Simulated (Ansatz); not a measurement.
**Cl2Ga2H4O2: up Jacob's ladder to CCSD(T)**

One table from this session's results is given with a row withheld; the runs are named, their logs left out.

Method: functionals in def2-TZVPP, the program's frozen cores in correlated methods; program: Ansatz 0.2.0, Gaussian basis.

Levels to be run: LDA (SPW92), PBE-D4, revPBE-D4, BLYP-D4, r2SCAN-D4, B97M-V, PBE0-D4, B3LYP-D4, r2SCANh-D4, r2SCAN0-D4, HSE06-D4, BHLYP-D4, CAM-B3LYP-D4, LC-ωPBE, ωB97X-V, ωB97M-V, B2PLYP, PBE-QIDH; CCSD(T)/def2-SVP; MP2/def2-TZVPP; MP2/def2-QZVPP; RPA on PBE.

## The geometry

An earlier PBE0-D4 in a triple-zeta def2 set relaxation fixed the geometry.

SMILES `[Cl][Ga@H-]1[OH+][Ga@H-]([Cl])[OH+]1`, 10 atoms, charge 0, spin multiplicity 1.

Atoms are counted from 1 here; the program's logs count them from 0.

Bond lengths: Cl1–Ga2 2.155 Å, Ga2–O3 1.942 Å, Ga2–O6 1.942 Å, Ga2–H7 1.547 Å, O3–Ga4 1.942 Å, O3–H8 0.961 Å, Ga4–Cl5 2.155 Å, Ga4–O6 1.942 Å, Ga4–H9 1.547 Å, O6–H10 0.961 Å. Angles: Cl1–Ga2–O3 108.6°, Cl1–Ga2–O6 104.0°, Cl1–Ga2–H7 123.5°, O3–Ga2–O6 81.8°, O3–Ga2–H7 113.8°, O6–Ga2–H7 117.2°, Ga2–O3–Ga4 98.2°, Ga2–O3–H8 117.7°, Ga4–O3–H8 115.6°, O3–Ga4–Cl5 104.0°, O3–Ga4–O6 81.8°, O3–Ga4–H9 117.2°, Cl5–Ga4–O6 108.6°, Cl5–Ga4–H9 123.5°, O6–Ga4–H9 113.8°, Ga2–O6–Ga4 98.2°, Ga2–O6–H10 115.6°, Ga4–O6–H10 117.7°.

Set-up of the first run:

in.yaml

```yaml
crystal:
  periodic: [false, false, false]
  atoms:
    - {symbol: Cl, position_ang: [1.488093, 0.100437, 2.630269]}
    - {symbol: Ga, position_ang: [1.231020, -0.540481, 0.588890]}
    - {symbol: O, position_ang: [-0.622640, -1.058293, 0.330625]}
    - {symbol: Ga, position_ang: [-1.231028, 0.540396, -0.588384]}
    - {symbol: Cl, position_ang: [-1.490948, -0.099214, -2.629765]}
    - {symbol: O, position_ang: [0.623068, 1.057446, -0.331685]}
    - {symbol: H, position_ang: [2.241771, -1.444787, -0.154945]}
    - {symbol: H, position_ang: [-0.796457, -1.888449, -0.121090]}
    - {symbol: H, position_ang: [-2.240368, 1.444836, 0.157288]}
    - {symbol: H, position_ang: [0.797509, 1.888109, 0.118806]}
basis:
  gaussian: {orbitals: def2-TZVPP}
hamiltonian: {xc: lda}
output: {orbitals: {seedname: orbitals}}
```

The run is started by

```
> ansatz run in.yaml --threads 4 --pin off --events-out ev --progress --plain --max-ram 11315MiB
```

Steps of the session up to this table: LDA; PBE-D4 (GGA); revPBE-D4 (GGA); BLYP-D4 (GGA); r2SCAN-D4 (meta-GGA); B97M-V (meta-GGA); B3LYP-D4 (hybrid); r2SCANh-D4 (hybrid); r2SCAN0-D4 (hybrid); HSE06-D4 (hybrid); BHLYP-D4 (hybrid); CAM-B3LYP-D4 (range-separated); LC-ωPBE (range-separated); ωB97X-V (range-separated); ωB97M-V (range-separated); B2PLYP (double hybrid); PBE-QIDH (double hybrid).

One of the session's tables, all rows but one given; the rest of the session is left out.

It belongs to the step «Orbital energies across the functionals». 

```
  functional  HOMO (eV)  gap (eV)
 LDA (SPW92)      -7.47      5.80
      PBE-D4      -7.34      5.95
   revPBE-D4      -7.28      6.03
     BLYP-D4      -7.18      5.86
   r2SCAN-D4      -7.70      6.71
      B97M-V      -7.80      6.56
     PBE0-D4      -8.73      8.15
    B3LYP-D4      -8.46      7.61
  r2SCANh-D4      -8.21      7.48
  r2SCAN0-D4      -8.98      8.63
    HSE06-D4      -8.33      7.38
    BHLYP-D4      -9.99     10.15
CAM-B3LYP-D4     -10.10     10.37
     LC-ωPBE     -11.53     13.01
     ωB97X-V          ?         ?
     ωB97M-V     -10.99     11.99
```

Q: Estimate the row for ωB97X-V from the others.

As computed: HOMO (eV): -11.16; gap (eV): 12.46. In the column «HOMO (eV)» it lies between LC-ωPBE (-11.53) and ωB97M-V (-10.99).
